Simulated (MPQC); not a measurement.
# CH2Se (SMILES C=[Se]): levels of theory compared

We compute a comparison of 5 runs (HF/STO-3G, HF/def2-SVP, PBE0/cc-pVDZ, PBE0/def2-SVP, MP2/6-31G) of CH2Se. 

The results are computed with MPQC 2.3.1.

## (1) Starting point

CH2Se has 4 atoms, charge 0, and is taken as a singlet. As SMILES, `C=[Se]`. Geometry: a GFN2-xTB relaxation, a rough one for these elements and not checked as a minimum.

Bond lengths: C1–Se2 1.738 Å, C1–H3 1.081 Å, C1–H4 1.081 Å. Angles: Se2–C1–H3 122.0°, Se2–C1–H4 122.0°, H3–C1–H4 116.0°.

## (2) Energy and gradient at HF/STO-3G (run 1)

Input file job.in:

```
% CH2Se
molecule<Molecule>: (
  symmetry = c1
  unit = angstrom
  { atoms geometry } = {
    C  [ -0.128780    -0.027400    -0.068080 ]
    Se [ 1.382610     0.293160     0.728340 ]
    H  [ -0.586540    -1.006840    -0.055410 ]
    H  [ -0.667290     0.741080    -0.604840 ]
  }
)
basis<GaussianBasisSet>: (
  name = "STO-3G"
  molecule = $:molecule
  basisdir = "."
  puream = yes
)
mpqc: (
  checkpoint = no
  savestate = no
  restart = no
  do_energy = yes
  do_gradient = yes
  optimize = no
  mole<CLHF>: (
    molecule = $:molecule
    basis = $:basis
    total_charge = 0
    memory = 1000000000
    print_evals = yes
    maxiter = 120
    value_accuracy = 1e-08
    guess_wavefunction<CLHF>: (
      molecule = $:molecule
      total_charge = 0
      memory = 1000000000
      value_accuracy = 1e-3
      basis<GaussianBasisSet>: (
        name = "STO-3G"
        molecule = $:molecule
      )
    )
  )
)
```

The basis set STO-3G is read from a file made from the Basis Set Exchange's data (not shown).

Run with:

```console
$ mpqc job.in > job.out
```

Standard output:

```text
MPQC: Massively Parallel Quantum Chemistry
[...]
  LUMO is    22   A =   0.162753
  total scf energy = -2412.0510861699
[...]
Value of the MolecularEnergy: -2412.0510861699
  Gradient of the MolecularEnergy:
      1   -0.0500678610
      2   -0.0105481972
      3   -0.0264843008
      4    0.0347854736
      5    0.0074015774
      6    0.0183470435
      7    0.0074788766
      8    0.0040913673
      9    0.0032501162
     10    0.0078035108
     11   -0.0009447475
     12    0.0048871411
[...]
      symmetry = c1
[...]
```

Run time: 0.28 s. Hardware: 1 thread of Arm Neoverse V1, shared host.

## (3) Energy and forces at HF/def2-SVP (run 2)

Input file job.in:

```
% CH2Se
molecule<Molecule>: (
    symmetry = c1
    unit = angstrom
    { atoms geometry } = {
        C  [ -0.128780 -0.027400 -0.068080 ]
        Se [ 1.382610 0.293160 0.728340 ]
        H  [ -0.586540 -1.006840 -0.055410 ]
        H  [ -0.667290 0.741080 -0.604840 ]
    }
)
basis<GaussianBasisSet>: (
    name = "def2-SVP"
    molecule = $:molecule
    basisdir = "."
    puream = yes
)
mpqc: (
    checkpoint = no
    savestate = no
    restart = no
    do_energy = yes
    do_gradient = yes
    optimize = no
    mole<CLHF>: (
        molecule = $:molecule
        basis = $:basis
        total_charge = 0
        memory = 1000000000
        print_evals = yes
        maxiter = 120
        value_accuracy = 1e-08
        guess_wavefunction<CLHF>: (
            molecule = $:molecule
            total_charge = 0
            memory = 1000000000
            value_accuracy = 1e-3
            basis<GaussianBasisSet>: (
                name = "STO-3G"
                molecule = $:molecule
            )
        )
    )
)
```

The basis set def2-SVP is read from a file made from the Basis Set Exchange's data (not shown).

Run with:

```console
$ mpqc job.in > job.out
```

Standard output:

```text
MPQC: Massively Parallel Quantum Chemistry
[...]
  LUMO is    22   A =   0.038557
  total scf energy = -2438.5032351892
[...]
Value of the MolecularEnergy: -2438.5032351892
  Gradient of the MolecularEnergy:
      1   -0.0090675961
      2   -0.0018726624
      3   -0.0048757698
      4    0.0061322033
      5    0.0013201709
      6    0.0032470484
      7    0.0013173469
      8    0.0027385986
      9    0.0000188740
     10    0.0016180459
     11   -0.0021861071
     12    0.0016098474
[...]
      symmetry = c1
[...]
```

Run time: 3.6 s. Hardware: 1 thread of Arm Neoverse V1, shared host; peak memory 0.16 GiB.

Runs 3 to 4 aren't shown in full; the table further down has their settings and results.

## (4) Energy and forces at MP2/6-31G (run 5)

Input file mol.in:

```
% CH2Se
molecule<Molecule>: (
  symmetry = c1
  unit = angstrom
  { atoms geometry } = {
    C  [ -0.128780 -0.027400 -0.068080 ]
    Se [ 1.382610 0.293160 0.728340 ]
    H  [ -0.586540 -1.006840 -0.055410 ]
    H  [ -0.667290 0.741080 -0.604840 ]
  }
)
basis<GaussianBasisSet>: (
  name = "6-31G"
  molecule = $:molecule
  basisdir = "."
  puream = yes
)
mpqc: (
  checkpoint = no
  savestate = no
  restart = no
  do_energy = yes
  do_gradient = yes
  optimize = no
  mole<MBPT2>: (
    molecule = $:molecule
    basis = $:basis
    memory = 1000000000
    method = mp
    nfzc = 10
    reference<CLHF>: (
      molecule = $:molecule
      basis = $:basis
      total_charge = 0
      memory = 1000000000
      print_evals = yes
      maxiter = 120
      value_accuracy = 1e-08
      guess_wavefunction<CLHF>: (
        molecule = $:molecule
        total_charge = 0
        memory = 1000000000
        value_accuracy = 1e-3
        basis<GaussianBasisSet>: (
          name = "STO-3G"
          molecule = $:molecule
        )
      )
    )
  )
)
```

The basis set 6-31G is read from a file made from the Basis Set Exchange's data (not shown).

Run with:

```console
$ mpqc -o mol.out mol.in
```

Standard output:

```text
MPQC: Massively Parallel Quantum Chemistry
[...]
  LUMO is    22   A =   0.033536
  total scf energy = -2438.4500846977
[...]
  MP2 correlation energy [au]:         -0.285041358127
  MP2 energy [au]:                   -2438.735126055857
[...]
Value of the MolecularEnergy: -2438.7351260559
  Gradient of the MolecularEnergy:
      1    0.0278167397
      2    0.0059459216
      3    0.0145692981
      4   -0.0328666425
      5   -0.0069492784
      6   -0.0173052029
      7    0.0022682805
      8    0.0052462583
      9   -0.0001454381
     10    0.0027816223
     11   -0.0042429015
     12    0.0028813428
[...]
        symmetry = c1
[...]
```

Wall time 5.7 s (1 thread of Arm Neoverse V1, shared host).

## (5) All runs side by side

```
run          level  starting guess  integration grid   energy (Eh)  HOMO energy (eV)  LUMO energy (eV)  HOMO–LUMO gap (eV)  wall time
  1      HF/STO-3G          STO-3G                 –  -2412.051086             -6.55              4.43               10.98     0.28 s
  2    HF/def2-SVP          STO-3G                 –  -2438.503235             -8.92              1.05                9.97      3.6 s
  3   PBE0/cc-pVDZ   huckel STO-3G             xfine  -2440.454710             -6.27             -2.60                3.67       41 s
  4  PBE0/def2-SVP           3-21G             xfine  -2440.158521             -6.28             -2.64                3.64       23 s
  5      MP2/6-31G          STO-3G                 –  -2438.735126             -8.99              0.91                9.90      5.7 s
```

## (6) Results

| quantity | value |
| --- | --- |
| run 5: total energy | -2438.73513 Eh |
| run 5: HOMO energy (Hartree–Fock orbitals) | -8.99 eV |
| run 5: LUMO energy (Hartree–Fock orbitals) | 0.91 eV |
| run 5: HOMO–LUMO gap (Hartree–Fock orbitals) | 9.90 eV |
| run 5: correlation energy (10 core orbitals frozen) | -285.0 mEh |
| run 5: largest force on an atom | 1.943 eV/Å |

Over runs 1, 2, 3, 4 the HOMO–LUMO gap runs from 3.64 eV (PBE0/def2-SVP) to 10.98 eV (HF/STO-3G). The two ends differ in method and basis. In run 1 the basis is minimal, so the values are rough. All runs together took 73 s, the longest 41 s.
